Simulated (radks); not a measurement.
# Ionisation energy and size from Lu³⁺ to Hg³⁺, part 2 of 2

How do ionisation energy and radius run along this set of elements? Each needs two runs, the species and its ion; the difference of their energies is the Δ-SCF value.

The radial solver radks; scalar-relativistic Kohn-Sham, PBE, spin-polarised, spherical densities, finite nucleus; open shells are filled with parallel spins first. In the logs a row gives level, spin channel, occupation and eigenvalue; Etot, Ekin, Encl (electron-nucleus), Eh (Hartree) and Exc are energies, all in hartree; err is the last residual, it the number of iterations. The steps go on from the part before.

**16. Pt³⁺, [Xe] 4f14 5d7**

Input:

```text
Z 78
configuration [Xe] 4f14 5d7
relativity scalar-relativistic
functional pbe,pbe
spin polarised
nucleus finite rms 5.427 fm
c 137.035999084
```

Log:

```text
1s      1   1.0000       -2882.32956828
2s      1   1.0000        -507.46674546
2p      1   3.0000        -440.10814066
3s      1   1.0000        -120.20036198
3p      1   3.0000        -100.57380785
3d      1   5.0000         -79.25403585
4s      1   1.0000         -26.85410070
4p      1   3.0000         -20.41458746
4d      1   5.0000         -12.58355309
4f      1   7.0000          -3.88379092
5s      1   1.0000          -5.05811185
5p      1   3.0000          -3.37012501
5d      1   5.0000          -1.46043257
1s      2   1.0000       -2882.32971305
2s      2   1.0000        -507.45850491
2p      2   3.0000        -440.10147445
3s      2   1.0000        -120.19738284
3p      2   3.0000        -100.57045289
3d      2   5.0000         -79.24812879
4s      2   1.0000         -26.84620615
4p      2   3.0000         -20.40728400
4d      2   5.0000         -12.57506657
4f      2   7.0000          -3.87090905
5s      2   1.0000          -4.99972622
5p      2   3.0000          -3.29723865
5d      2   2.0000          -1.37804910
Etot -18407.48576603605
Ekin 20519.082886195058
Encl -45637.06826822026
Eh 7063.574959118673
Exc -353.0753431295185
err 1.0662577165330995e-08
it 16
```

Highest occupied level: 5d down at -37.499 eV.

**17. Pt⁴⁺, [Xe] 4f14 5d6**

Input: that of step 16 with these lines changed.

```diff
@@ -1,3 +1,3 @@
 Z 78
-configuration [Xe] 4f14 5d7
+configuration [Xe] 4f14 5d6
 relativity scalar-relativistic
```

Log:

```text
1s      1   1.0000       -2882.91760439
2s      1   1.0000        -508.05894937
2p      1   3.0000        -440.70005517
3s      1   1.0000        -120.78726741
3p      1   3.0000        -101.16078846
3d      1   5.0000         -79.84232055
4s      1   1.0000         -27.43961331
4p      1   3.0000         -20.99981735
4d      1   5.0000         -13.16891756
4f      1   7.0000          -4.46871741
5s      1   1.0000          -5.63879777
5p      1   3.0000          -3.94049266
5d      1   5.0000          -1.98787630
1s      2   1.0000       -2882.91781372
2s      2   1.0000        -508.04702460
2p      2   3.0000        -440.69040819
3s      2   1.0000        -120.78296263
3p      2   3.0000        -101.15593997
3d      2   5.0000         -79.83377925
4s      2   1.0000         -27.42821410
4p      2   3.0000         -20.98924683
4d      2   5.0000         -13.15658161
4f      2   7.0000          -4.44993225
5s      2   1.0000          -5.55315796
5p      2   3.0000          -3.83401995
5d      2   1.0000          -1.86745422
Etot -18405.86604744234
Ekin 20517.54629130046
Encl -45591.32462906207
Eh 7020.4828955573375
Exc -352.5706052380731
err 8.888353663397372e-09
it 16
```

E(Pt⁴⁺) − E(Pt³⁺) = 44.075 eV.

**18. Au³⁺, [Xe] 4f14 5d8**

Input:

```text
Z 79
configuration [Xe] 4f14 5d8
relativity scalar-relativistic
functional pbe,pbe
spin polarised
nucleus finite rms 5.4371 fm
c 137.035999084
```

Log:

```text
1s      1   1.0000       -2968.54134334
2s      1   1.0000        -524.91793517
2p      1   3.0000        -454.12943774
3s      1   1.0000        -124.92470136
3p      1   3.0000        -104.38066843
3d      1   5.0000         -82.39513316
4s      1   1.0000         -28.16840189
4p      1   3.0000         -21.42858728
4d      1   5.0000         -13.32507395
4f      1   7.0000          -4.32981979
5s      1   1.0000          -5.33087784
5p      1   3.0000          -3.53851388
5d      1   5.0000          -1.51784638
1s      2   1.0000       -2968.54141758
2s      2   1.0000        -524.91201169
2p      2   3.0000        -454.12462194
3s      2   1.0000        -124.92247886
3p      2   3.0000        -104.37817682
3d      2   5.0000         -82.39083078
4s      2   1.0000         -28.16269495
4p      2   3.0000         -21.42330692
4d      2   5.0000         -13.31895259
4f      2   7.0000          -4.32103613
5s      2   1.0000          -5.29142188
5p      2   3.0000          -3.48993372
5d      2   3.0000          -1.46396438
Etot -19005.276051307
Ekin 21252.621745140976
Encl -47179.51363925743
Eh 7282.696278206498
Exc -361.08043539704465
err 9.266182391445679e-09
it 16
```

5d down is the highest filled level (-39.837 eV).

**19. Au⁴⁺, [Xe] 4f14 5d7**

Input: that of step 18 with these lines changed.

```diff
@@ -1,3 +1,3 @@
 Z 79
-configuration [Xe] 4f14 5d8
+configuration [Xe] 4f14 5d7
 relativity scalar-relativistic
```

Log:

```text
1s      1   1.0000       -2969.14417813
2s      1   1.0000        -525.52484029
2p      1   3.0000        -454.73606227
3s      1   1.0000        -125.52640217
3p      1   3.0000        -104.98243553
3d      1   5.0000         -82.99818521
4s      1   1.0000         -28.76835888
4p      1   3.0000         -22.02819570
4d      1   5.0000         -13.92475630
4f      1   7.0000          -4.92903223
5s      1   1.0000          -5.92481651
5p      1   3.0000          -4.12214565
5d      1   5.0000          -2.05945958
1s      2   1.0000       -2969.14429849
2s      2   1.0000        -525.51526682
2p      2   3.0000        -454.72827898
3s      2   1.0000        -125.52281285
3p      2   3.0000        -104.97841139
3d      2   5.0000         -82.99123524
4s      2   1.0000         -28.75915261
4p      2   3.0000         -22.01966174
4d      2   5.0000         -13.91483131
4f      2   7.0000          -4.91476461
5s      2   1.0000          -5.86046516
5p      2   3.0000          -4.04313069
5d      2   2.0000          -1.97144353
Etot -19003.561455187624
Ekin 21250.989601947513
Encl -47132.01179525905
Eh 7237.990531811909
Exc -360.52979368799487
err 8.287820704998987e-09
it 16
```

E(Au⁴⁺) − E(Au³⁺) = 46.657 eV.

**20. Hg³⁺, [Xe] 4f14 5d9**

Input:

```text
Z 80
configuration [Xe] 4f14 5d9
relativity scalar-relativistic
functional pbe,pbe
spin polarised
nucleus finite rms 5.4648 fm
c 137.035999084
```

Log:

```text
1s      1   1.0000       -3056.45528614
2s      1   1.0000        -542.79032095
2p      1   3.0000        -468.40309321
3s      1   1.0000        -129.77539409
3p      1   3.0000        -108.27082910
3d      1   5.0000         -85.60109643
4s      1   1.0000         -29.52158664
4p      1   3.0000         -22.46766875
4d      1   5.0000         -14.08494304
4f      1   7.0000          -4.79231538
5s      1   1.0000          -5.60774590
5p      1   3.0000          -3.70694550
5d      1   5.0000          -1.57385505
1s      2   1.0000       -3056.45531300
2s      2   1.0000        -542.78714471
2p      2   3.0000        -468.40049894
3s      2   1.0000        -129.77416918
3p      2   3.0000        -108.26946059
3d      2   5.0000         -85.59876672
4s      2   1.0000         -29.51852223
4p      2   3.0000         -22.46483395
4d      2   5.0000         -14.08166086
4f      2   7.0000          -4.78781481
5s      2   1.0000          -5.58773103
5p      2   3.0000          -3.68259653
5d      2   4.0000          -1.54730693
Etot -19615.58602763532
Ekin 22006.19111569982
Encl -48758.96586863203
Eh 7506.398808124357
Exc -369.21008282746345
err 6.815621479002928e-09
it 16
```

Highest occupied level: 5d down at -42.104 eV.

**21. Hg⁴⁺, [Xe] 4f14 5d8**

Input: that of step 20 with these lines changed.

```diff
@@ -1,3 +1,3 @@
 Z 80
-configuration [Xe] 4f14 5d9
+configuration [Xe] 4f14 5d8
 relativity scalar-relativistic
```

Log:

```text
1s      1   1.0000       -3057.07287591
2s      1   1.0000        -543.41189908
2p      1   3.0000        -469.02439926
3s      1   1.0000        -130.39181843
3p      1   3.0000        -108.88731116
3d      1   5.0000         -86.21885226
4s      1   1.0000         -30.13596524
4p      1   3.0000         -23.08164302
4d      1   5.0000         -14.69894745
4f      1   7.0000          -5.40584606
5s      1   1.0000          -6.21515813
5p      1   3.0000          -4.30402692
5d      1   5.0000          -2.12958568
1s      2   1.0000       -3057.07293342
2s      2   1.0000        -543.40509561
2p      2   3.0000        -469.01884233
3s      2   1.0000        -130.38919544
3p      2   3.0000        -108.88438062
3d      2   5.0000         -86.21386364
4s      2   1.0000         -30.12941209
4p      2   3.0000         -23.07557156
4d      2   5.0000         -14.69190017
4f      2   7.0000          -5.39617309
5s      2   1.0000          -6.17202877
5p      2   3.0000          -4.25167605
5d      2   3.0000          -2.07217054
Etot -19613.779481444966
Ekin 22004.46659230234
Encl -48709.68033878339
Eh 7460.050584287628
Exc -368.6163192515362
err 7.048115164232919e-09
it 16
```

Ionisation energy of Hg³⁺: 49.159 eV.

**22. All runs together**

The summary covers parts 1 to 2.

```tsv
species	configuration	Δ-SCF (eV)	NIST (eV)	−ε(HOMO) (eV)	its level	widest level	its <r> (bohr)
Lu³⁺	[Xe] 4f14	46.499	45.25 (semi-emp.)	36.208	4f	5p	1.37
Hf³⁺	[Xe] 4f14 5d1	33.069	33.37 (semi-emp.)	27.524	5d	5d	1.94
Ta³⁺	[Xe] 4f14 5d2	35.638	35 (theory)	29.857	5d	5d	1.84
W³⁺	[Xe] 4f14 5d3	38.130	38.2 (semi-emp.)	32.118	5d	5d	1.75
Re³⁺	[Xe] 4f14 5d4	40.554	39 (theory)	34.314	5d	5d	1.67
Os³⁺	[Xe] 4f14 5d5	42.921	41 (theory)	36.459	5d	5d	1.60
Ir³⁺	[Xe] 4f14 5d6	41.394	40 (theory)	35.074	5d	5d	1.55
Pt³⁺	[Xe] 4f14 5d7	44.075	43 (theory)	37.499	5d	5d	1.49
Au³⁺	[Xe] 4f14 5d8	46.657	45 (theory)	39.837	5d	5d	1.44
Hg³⁺	[Xe] 4f14 5d9	49.159	48.6 (exp.)	42.104	5d	5d	1.39
```

In words: Reference values: NIST Atomic Spectra Database (exp. measured, semi-emp. semi-empirical, theory a theoretical value adopted there). By these runs, which need not match the measured order, Hg³⁺ holds its electron most tightly (49.159 eV) and Hf³⁺ least (33.069 eV); the widest outer orbital is the 5d of Hf³⁺. Against the measured or semi-empirical entries the Δ-SCF values err by +0.7 % on average (signed), at worst +2.8 % (Lu³⁺). For Lu³⁺ the highest level isn't the widest one, so −ε(HOMO) and <r> belong to different orbitals, and Δ-SCF follows the ion's typed configuration. Open shells are spherical and high-spin; term and fine-structure splittings are not resolved. Spin-orbit splitting is averaged out at the scalar-relativistic level.
